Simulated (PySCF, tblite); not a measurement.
**C₇H₉FO: geometry, infrared bands and NMR shifts**

What infrared bands and NMR shifts should C₇H₉FO (`C=C[C@@]1(C)C[C@H]1C(=O)F`) show?

The runs use tblite 0.8.0 and PySCF 2.14.0, with density-fitted response routines of our own; the level of theory stands in each step. All values are computed, except where a source is named. Atoms are numbered from 0 throughout.

## Step 1: The molecule as given

18 atoms, charge 0, multiplicity 1; geometry from: force field or distance geometry start.

Bonds of the start (Å): C0–C1 1.31, C1–C2 1.49, C2–C3 1.52, C2–C4 1.52, C4–C5 1.50, C5–C6 1.49, C6–O7 1.21, C6–F8 1.36, C5–C2 1.49, C0–H9 1.08, C0–H10 1.10, C1–H11 1.09, C3–H12 1.11, C3–H13 1.10, C3–H14 1.11, C4–H15 1.10, C4–H16 1.11, C5–H17 1.11.

## Step 2: Optimising the geometry with GFN2-xTB

What the job is given:

```
{"job": {"kind": "relax", "xc": "GFN2-xTB", "basis": "xTB"}, "charge": 0, "multiplicity": 1}
C     -2.057300     0.039400    -1.283700
C     -0.840500     0.401500    -0.944700
C     -0.130400    -0.034400     0.286100
C     -1.005800    -0.167500     1.516000
C      0.917300    -1.130900     0.239800
C      1.311200     0.307800     0.437800
C      2.129500     0.825200    -0.691200
O      1.969500     0.497700    -1.848600
F      3.127200     1.710400    -0.426500
H     -2.711200    -0.601700    -0.715600
H     -2.460700     0.437900    -2.224600
H     -0.294200     1.065500    -1.615100
H     -0.905800     0.686400     2.217100
H     -2.046100    -0.226900     1.176000
H     -0.750000    -1.103300     2.062900
H      1.080200    -1.780600     1.111700
H      1.086100    -1.604700    -0.754600
H      1.572100     0.684600     1.445500
```

Command:

```
OMP_NUM_THREADS=1 python probes_run.py task.json out
```

The driver reads the jobs from task.json and runs them one after another.

**Question.** This job is followed by: GFN2-xTB harmonic vibrations, gas phase; GIAO PBE0/pcSseg-1 NMR shielding, non-relativistic, gas phase. Predict these results of the whole session: strongest single infrared mode (GFN2-xTB); zero-point energy (GFN2-xTB); 13C shifts against TMS (PBE0/pcSseg-1); 1H shifts against TMS (PBE0/pcSseg-1, means over atoms taken as alike); 17O shifts against H2O (PBE0/pcSseg-1); 19F shifts against CFCl3 (PBE0/pcSseg-1).

The runs gave:

| quantity | value |
| --- | --- |
| strongest single infrared mode (GFN2-xTB) | 1841 cm⁻¹, 474 km/mol |
| zero-point energy (GFN2-xTB) | 88.9 kcal/mol |
| 13C shifts against TMS (PBE0/pcSseg-1) | 172.9, 146.6, 121.4, 35.6, 29.6, 28.4, 22.9 ppm |
| 1H shifts against TMS (PBE0/pcSseg-1, means over atoms taken as alike) | 6.54, 5.62, 5.52, 1.79, 1.48, 1.38, 1.34 ppm |
| 17O shifts against H2O (PBE0/pcSseg-1) | 426.0 ppm |
| 19F shifts against CFCl3 (PBE0/pcSseg-1) | 71.3 ppm |

Relaxing lowered the energy by 0.583 eV in 128 steps; the close pair that moved most is C2–C5, from 1.489 to 1.546 Å. No mode is imaginary among the 48: a minimum at this level. The strongest single mode, at 1841 cm⁻¹, moves mainly C6 and O7. Unscaled tight-binding wavenumbers are off by several per cent, some by more. Its intensities can rank the bands wrongly. The most deshielded hydrogen is H11 (hydrogen on an alkene CH), at 6.54 ppm: olefinic region. At PBE0/pcSseg-1: The widest tensor belongs to O7: span 613 ppm, with a paramagnetic part of -493 ppm.
